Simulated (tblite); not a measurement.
# AsClGa2H4SZn: the cost of one run

Computed with tblite 0.8.0 and PySCF 2.14.0; each step states its level. No surroundings beyond the atoms listed, unless a continuum is named. Atoms count from 0, parts from 1.

## 1. The system as given

10 atoms, charge 0, multiplicity 1; geometry: distance geometry start.

## 2. Relaxing the cluster with GFN1-xTB

Job settings and geometry (Å):

```
{"job": {"kind": "relax", "xc": "GFN1-xTB", "basis": "xTB"}, "charge": 0, "multiplicity": 1}
Ga    -2.315283     0.328714    -0.861476
As     0.028725     0.652548    -1.346451
Ga     1.389501    -1.334953    -1.481741
S      0.957163     2.451885    -0.418166
Zn     0.207244     3.461309     1.081164
Cl    -0.830069     4.307510     2.478045
H     -2.621755    -0.539194     0.354576
H     -3.226444     1.513798    -1.087453
H      2.182170    -1.648053    -0.239112
H      0.772143    -2.512599    -2.237110
```

Level: GFN1-xTB geometry optimisation, gas phase.

On the command line:

```
$ OMP_NUM_THREADS=1 python cluster_run.py task.json out
```

This one command runs all jobs of the session in turn.

**Question.** How long does this first job take on 1 thread of Arm Neoverse V2, shared host?

About 5.8 s.
